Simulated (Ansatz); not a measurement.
# FH9N2OSi: the cost of one run

All numbers below are computed with Ansatz 0.2.0 (UKS PBE0-D4/6-31G).

## 1. Starting point

Bond lengths: Si1–F2 2.003 Å, Si1–H3 1.458 Å, Si1–H4 1.452 Å, Si1–N5 1.724 Å, Si1–O7 2.065 Å, N5–H10 1.006 Å, N5–H11 1.006 Å, O7–H12 0.954 Å, N9–H13 1.006 Å, N9–H14 1.006 Å. Angles (14 of 15 angles, heavy atoms first): F2–Si1–N5 168.7°, F2–Si1–O7 88.6°, N5–Si1–O7 102.6°, F2–Si1–H3 80.2°, F2–Si1–H4 81.4°, H3–Si1–N5 96.8°, H3–Si1–O7 100.4°, H4–Si1–N5 98.1°, H4–Si1–O7 95.6°, Si1–N5–H10 123.8°, Si1–N5–H11 122.8°, Si1–O7–H12 108.0°, H3–Si1–H4 155.2°, H10–N5–H11 111.2°.

As a file:

```xyz
14

Si   -0.8279    0.0550   -0.8726
F    -0.2769   -1.7170   -0.1177
H     0.0964   -0.3823   -1.9121
H    -1.8985   -0.1117    0.0939
N    -1.4864    1.3938   -1.7363
H     0.9784    0.0595    1.1920
O     0.4852    0.9647    0.4358
H     0.4767   -1.6504    0.8222
N     1.2864   -1.1208    1.7392
H    -1.0827    1.7712   -2.5764
H    -2.1431    2.0363   -1.3271
H     1.1982    1.3402   -0.0755
H     2.2487   -1.4005    1.6557
H     0.9455   -1.2381    2.6789
```

## 2. Run 1

150 steps of 0.5 fs at constant energy, with velocities drawn for 100 K.

Contents of input.yaml:

```yaml
crystal:
  periodic: [false, false, false]
  atoms:
    - { symbol: Si, position_ang: [-0.8279, 0.055, -0.8726] }
    - { symbol: F, position_ang: [-0.2769, -1.717, -0.1177] }
    - { symbol: H, position_ang: [0.0964, -0.3823, -1.9121] }
    - { symbol: H, position_ang: [-1.8985, -0.1117, 0.0939] }
    - { symbol: "N", position_ang: [-1.4864, 1.3938, -1.7363] }
    - { symbol: H, position_ang: [0.9784, 0.0595, 1.192] }
    - { symbol: O, position_ang: [0.4852, 0.9647, 0.4358] }
    - { symbol: H, position_ang: [0.4767, -1.6504, 0.8222] }
    - { symbol: "N", position_ang: [1.2864, -1.1208, 1.7392] }
    - { symbol: H, position_ang: [-1.0827, 1.7712, -2.5764] }
    - { symbol: H, position_ang: [-2.1431, 2.0363, -1.3271] }
    - { symbol: H, position_ang: [1.1982, 1.3402, -0.0755] }
    - { symbol: H, position_ang: [2.2487, -1.4005, 1.6557] }
    - { symbol: H, position_ang: [0.9455, -1.2381, 2.6789] }
magnetization:
  spin_polarized: true
basis:
  gaussian: { orbitals: "6-31G" }
hamiltonian:
  xc: pbe0
  dispersion: d4
md:
  timestep: 0.5
  n_steps: 150
  ensemble: nve
  temperature: 100.0
  initial_velocities: maxwell_boltzmann
  seed: 588088
```

Started as:

```console
> ansatz run input.yaml --threads 1 --pin off --max-ram 2048MiB --backend cpu --events-out ev --progress --plain --runs-dir out
```

Q: Estimate wall time and peak memory on 1 thread of an x86-64 CPU, shared host.

About 8.5 min, with a peak of 0.23 GiB.
